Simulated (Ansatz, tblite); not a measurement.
**RuO3(NH) (HNO3Ru): rung by rung**

An exercise on one series of results from a longer session: the logs are not shown, and one member is left open.

Program: Ansatz 0.2.0, Gaussian basis. Level of theory: as each input shows. These are calculated values, not measurements.

Levels to be run: GFN1-xTB, GFN2-xTB, PBE-D4/def2-TZVP, r2SCAN-D4/def2-TZVP, PBE-QIDH/def2-TZVP, LC-ωPBE/def2-TZVP, BLYP-D4/def2-TZVP, HSE06-D4/def2-TZVP, CAM-B3LYP-D4/def2-TZVP, revPBE-D4/def2-TZVP, ωB97X-V/def2-TZVP, PBE-D4/def2-SVP, PBE0-D4/def2-SVP, PBE0-D4/def2-TZVPD, PBE-D4/def2-TZVPD, r2SCAN-D4/def2-TZVPD, CCSD(T)/def2-TZVPP, MP2/def2-TZVP, RPA/def2-TZVP.

1 further run of the same task is left out (set aside as unsound or not needed).

**The structure**

The singlet was relaxed beforehand with PBE0-D4/def2-SVP.

6 atoms, charge 0, spin multiplicity 1.

Bond lengths: Ru1–O2 1.674 Å, Ru1–O3 1.667 Å, Ru1–O4 1.674 Å, Ru1–N5 1.713 Å, N5–H6 1.026 Å. Angles: O2–Ru1–O3 111.3°, O2–Ru1–O4 107.8°, O2–Ru1–N5 109.6°, O3–Ru1–O4 111.3°, O3–Ru1–N5 107.3°, O4–Ru1–N5 109.6°, Ru1–N5–H6 129.8°.

Formally the metal is d0. Ru takes a core potential in the def2 sets. No spin-orbit coupling is included.

PBE0-D4/def2-TZVP was run before; its log isn't repeated, and its numbers join the tables.

Set-up of the first run:

Tight binding, by tblite at 300 K electronic temperature and without a spin-polarisation term:

```python
tblite.interface.Calculator('GFN1-xTB', numbers, positions, charge=0, uhf=0).singlepoint()
```

Tight binding, by tblite at 300 K electronic temperature and without a spin-polarisation term:

```python
tblite.interface.Calculator('GFN2-xTB', numbers, positions, charge=0, uhf=0).singlepoint()
```

start.molden holds the orbitals of an earlier run on this state, given as this run's starting guess.

The input, in.yaml:

```yaml
crystal:
  periodic: [false, false, false]
  atoms:
    - {symbol: Ru, position_ang: [0.264539, 0.327607, 0.102456]}
    - {symbol: O, position_ang: [0.110529, 0.296177, 1.768617]}
    - {symbol: O, position_ang: [1.861245, 0.467113, -0.356221]}
    - {symbol: O, position_ang: [-0.648034, 1.607897, -0.470942]}
    - {symbol: N, position_ang: [-0.327457, -1.139096, -0.555895]}
    - {symbol: H, position_ang: [-1.260823, -1.559698, -0.488015]}
basis:
  gaussian: {orbitals: def2-TZVP, initial_orbitals: start.molden}
hamiltonian: {xc: pbe, dispersion: d4}
scf: {omitted_lower_state_checks: [starts]}
output: {orbitals: {seedname: orbitals}}
```

Launch:

```bash
$ ansatz run in.yaml --threads 4 --pin off --events-out ev --progress --plain --max-ram 3916MiB
```

Steps of the session up to this table: PBE-D4/def2-TZVP; r2SCAN-D4/def2-TZVP; PBE-QIDH/def2-TZVP; LC-ωPBE/def2-TZVP; BLYP-D4/def2-TZVP; HSE06-D4/def2-TZVP; CAM-B3LYP-D4/def2-TZVP; revPBE-D4/def2-TZVP; ωB97X-V/def2-TZVP; PBE-D4/def2-SVP; PBE0-D4/def2-SVP; PBE0-D4/def2-TZVPD; PBE-D4/def2-TZVPD; r2SCAN-D4/def2-TZVPD; CCSD(T)/def2-TZVPP; MP2/def2-TZVP; RPA/def2-TZVP.

One of the session's tables, all rows but one given; the rest of the session is left out.

| level | HOMO (eV) | LUMO (eV) | gap (eV) |
| --- | --- | --- | --- |
| PBE-D4/def2-SVP | ? | ? | ? |
| PBE-D4/def2-TZVP | -7.71 | -5.20 | 2.51 |
| PBE-D4/def2-TZVPD | -7.74 | -5.24 | 2.50 |
| revPBE-D4/def2-TZVP | -7.62 | -5.11 | 2.51 |
| BLYP-D4/def2-TZVP | -7.61 | -5.13 | 2.48 |
| r2SCAN-D4/def2-TZVP | -8.04 | -5.35 | 2.69 |
| r2SCAN-D4/def2-TZVPD | -8.04 | -5.36 | 2.68 |
| PBE0-D4/def2-SVP | -9.07 | -4.71 | 4.36 |
| PBE0-D4/def2-TZVP | -9.09 | -4.75 | 4.34 |
| PBE0-D4/def2-TZVPD | -9.09 | -4.76 | 4.33 |
| HSE06-D4/def2-TZVP | -8.69 | -5.12 | 3.57 |
| CAM-B3LYP-D4/def2-TZVP | -10.43 | -3.78 | 6.64 |
| LC-ωPBE/def2-TZVP | -11.65 | -2.71 | 8.93 |
| ωB97X-V/def2-TZVP | -11.31 | -2.72 | 8.59 |

**Question.** Estimate the row for PBE-D4/def2-SVP.

The run gave: HOMO (eV): -7.63; LUMO (eV): -5.08; gap (eV): 2.55. In the column «HOMO (eV)» it lies between PBE-D4/def2-TZVP (-7.71) and revPBE-D4/def2-TZVP (-7.62).
